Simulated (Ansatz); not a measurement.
# C₅H₉NO: up Jacob's ladder to CCSD(T)

One table from this session's results is given with a row withheld; the runs are named, their logs left out.

Method: functionals in def2-TZVPP, the program's frozen cores in correlated methods; program: Ansatz 0.2.0, Gaussian basis.

The runs, in order: LDA (SPW92), PBE-D4, revPBE-D4, BLYP-D4, r2SCAN-D4, B97M-V, PBE0-D4, B3LYP-D4, r2SCANh-D4, r2SCAN0-D4, HSE06-D4, BHLYP-D4, CAM-B3LYP-D4, LC-ωPBE, ωB97X-V, ωB97M-V, B2PLYP, PBE-QIDH; CCSD(T)/def2-SVP; CCSD(T)/def2-TZVPP; MP2/def2-QZVPP; extrapolation to the limit; RPA on PBE.

### The relaxed structure

All runs share one geometry, relaxed beforehand with PBE0-D4 in a triple-zeta def2 set.

SMILES `COC(C)(C)C#N`, 16 atoms, charge 0, spin multiplicity 1.

Atoms are counted from 1 here; the program's logs count them from 0.

Bond lengths: C1–O2 1.409 Å, C1–H8 1.089 Å, C1–H9 1.096 Å, C1–H10 1.095 Å, O2–C3 1.410 Å, C3–C4 1.521 Å, C3–C5 1.526 Å, C3–C6 1.482 Å, C4–H11 1.090 Å, C4–H12 1.091 Å, C4–H13 1.090 Å, C5–H14 1.090 Å, C5–H15 1.091 Å, C5–H16 1.092 Å, C6–N7 1.150 Å. Angles: O2–C1–H8 106.3°, O2–C1–H9 111.6°, O2–C1–H10 112.1°, H8–C1–H9 108.8°, H8–C1–H10 108.7°, H9–C1–H10 109.2°, C1–O2–C3 116.4°, O2–C3–C4 105.7°, O2–C3–C5 112.6°, O2–C3–C6 109.6°, C4–C3–C5 111.2°, C4–C3–C6 108.9°, C5–C3–C6 108.8°, C3–C4–H11 110.8°, C3–C4–H12 108.6°, C3–C4–H13 110.1°, H11–C4–H12 109.3°, H11–C4–H13 109.2° and more.

The first run:

in.yaml reads:

```yaml
crystal:
  periodic: [false, false, false]
  atoms:
    - {symbol: C, position_ang: [-1.733129, 1.064705, 0.256081]}
    - {symbol: O, position_ang: [-1.079891, -0.162666, 0.487054]}
    - {symbol: C, position_ang: [0.286476, -0.219953, 0.143142]}
    - {symbol: C, position_ang: [0.757813, -1.603864, 0.562949]}
    - {symbol: C, position_ang: [0.528422, 0.016816, -1.345299]}
    - {symbol: C, position_ang: [1.037155, 0.797177, 0.916831]}
    - {symbol: N, position_ang: [1.615916, 1.592806, 1.511428]}
    - {symbol: H, position_ang: [-2.724491, 0.970188, 0.697208]}
    - {symbol: H, position_ang: [-1.208886, 1.897884, 0.738574]}
    - {symbol: H, position_ang: [-1.843340, 1.278980, -0.812257]}
    - {symbol: H, position_ang: [1.825412, -1.721776, 0.376100]}
    - {symbol: H, position_ang: [0.206881, -2.349012, -0.012811]}
    - {symbol: H, position_ang: [0.560880, -1.760105, 1.623293]}
    - {symbol: H, position_ang: [0.249338, 1.026443, -1.646675]}
    - {symbol: H, position_ang: [1.583871, -0.124097, -1.581454]}
    - {symbol: H, position_ang: [-0.062407, -0.703536, -1.914171]}
basis:
  gaussian: {orbitals: def2-TZVPP}
hamiltonian: {xc: lda}
output: {orbitals: {seedname: orbitals}}
```

Started as:

```bash
> ansatz run in.yaml --threads 2 --pin off --events-out ev --progress --plain --max-ram 22528MiB --backend cuda --devices 0, --max-vram 18GiB
```

Among the steps run: LDA; PBE-D4 (GGA); revPBE-D4 (GGA); BLYP-D4 (GGA); r2SCAN-D4 (meta-GGA); B97M-V (meta-GGA); PBE0-D4 (hybrid); B3LYP-D4 (hybrid); r2SCANh-D4 (hybrid); r2SCAN0-D4 (hybrid); HSE06-D4 (hybrid); BHLYP-D4 (hybrid); CAM-B3LYP-D4 (range-separated); LC-ωPBE (range-separated); ωB97X-V (range-separated); ωB97M-V (range-separated); B2PLYP (double hybrid); PBE-QIDH (double hybrid).

One table of the session follows, with a row left open; its other results are not shown here.

It belongs to the step «Frontier levels by functional». 

| functional | HOMO (eV) | LUMO (eV) | gap (eV) |
| --- | --- | --- | --- |
| LDA (SPW92) | -6.72 | -0.89 | 5.83 |
| PBE-D4 | -6.57 | -0.60 | 5.98 |
| revPBE-D4 | -6.51 | -0.49 | 6.03 |
| BLYP-D4 | -6.49 | -0.46 | 6.03 |
| r2SCAN-D4 | -6.92 | -0.34 | 6.58 |
| B97M-V | -7.09 | -0.22 | 6.87 |
| PBE0-D4 | -8.20 | 0.55 | 8.75 |
| B3LYP-D4 | -7.96 | 0.29 | 8.25 |
| r2SCANh-D4 | -7.53 | 0.08 | 7.60 |
| r2SCAN0-D4 | -8.45 | 0.70 | 9.15 |
| HSE06-D4 | -7.79 | 0.17 | 7.96 |
| BHLYP-D4 | ? | ? | ? |
| CAM-B3LYP-D4 | -9.67 | 1.65 | 11.33 |
| LC-ωPBE | -10.98 | 2.96 | 13.94 |
| ωB97X-V | -10.68 | 2.73 | 13.41 |
| ωB97M-V | -10.63 | 2.31 | 12.94 |

**Question.** Estimate the row for BHLYP-D4.

Worked estimate for «HOMO (eV)». Against the share of exact exchange, BLYP-D4 (0, -6.49), B3LYP-D4 (0.2, -7.96) give a slope of -7.35 per unit share; at 0.5 the line stands at -10.16.

As computed: HOMO (eV): -9.79; LUMO (eV): 1.49; gap (eV): 11.28. In «HOMO (eV)» the line misses by -0.37.
